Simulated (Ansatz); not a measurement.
# BGeO (quartet): the correlation ladder, cc-pVTZ

One table from this session's results is given with a row withheld; the runs are named, their logs left out.

Program: Ansatz 0.2.0, Gaussian basis. Level of theory: cc-pVTZ, core rule «outside noble gas», up to 16 orbitals frozen. These are calculated values, not measurements.

The runs, in order: UHF; CCSD(T) on ROHF; CCSD(T) on UHF; BCCD(T) on ROHF; CCSDT(Q) on ROHF; CCSDT(Q) on UHF.

8 further runs of the same task are left out: 3 for a known fault of the program, 5 set aside as unsound or not needed.

## The geometry

The geometry is a PBE0/def2-TZVP stationary point (not a proven minimum). No spin-orbit coupling is included. The filled d shell of Ge may be among the frozen orbitals whatever the setting's name suggests; the logs give the count.

3 atoms, charge 0, spin multiplicity 4.

Atoms are counted from 1 here; the program's logs count them from 0.

Bond lengths: Ge1–B2 1.975 Å, B2–O3 1.208 Å. Angles: Ge1–B2–O3 180.0°.

Set-up of the first run:

The input, in.yaml:

```yaml
crystal:
  periodic: [false, false, false]
  atoms:
    - {symbol: Ge, position_ang: [0.000000, 0.000000, 1.719100]}
    - {symbol: B, position_ang: [0.000000, 0.000000, -0.255500]}
    - {symbol: O, position_ang: [0.000000, 0.000000, -1.463600]}
basis:
  gaussian: {orbitals: cc-pVTZ}
magnetization: {spin_polarized: true, initial_magnetization: 3}
hamiltonian: {xc: hf}
output: {orbitals: {seedname: orbitals}}
```

Command:

```console
ansatz run in.yaml --threads 1 --pin off --events-out ev --progress --plain --max-ram 2816MiB --backend cpu
```

Among the steps run: UHF; CCSD(T) on ROHF; CCSD(T) on UHF; BCCD(T) on ROHF; CCSDT(Q) on ROHF; CCSDT(Q) on UHF.

One table of the session follows, with a row left open; its other results are not shown here.

It belongs to the step «Misses and costs». 

| method | from RCCSDT(Q) (kJ/mol) |
| --- | --- |
| ROHF | +1053.6 |
| UHF | +1048.0 |
| RMP2 | +80.5 |
| UMP2 | +78.1 |
| RCCSD | +56.0 |
| UCCSD | +53.5 |
| RCCSD(T) | +4.9 |
| UCCSD(T) | +2.6 |
| BCCD(T) | +4.5 |
| RCCSDT | +2.9 |
| UCCSDT | +0.5 |
| RCCSDT(Q) | 0 |
| UCCSDT(Q) | ? |

**Question.** Estimate the row for UCCSDT(Q).

**Answer.** from RCCSDT(Q) (kJ/mol): -3.2. In the column «from RCCSDT(Q) (kJ/mol)» it is the lowest.

With the free atoms at the same levels and basis (separate runs), the atomisation energy is 9.735 eV at RCCSDT(Q), 9.719 eV at RCCSD(T), 9.730 eV at UCCSD(T), 7.245 eV at ROHF.

Limits of these values: Restricted and unrestricted rows rest on different reference determinants; where their highest levels disagree by more than a few hundredths of an eV, they describe different states and don't form one ladder.
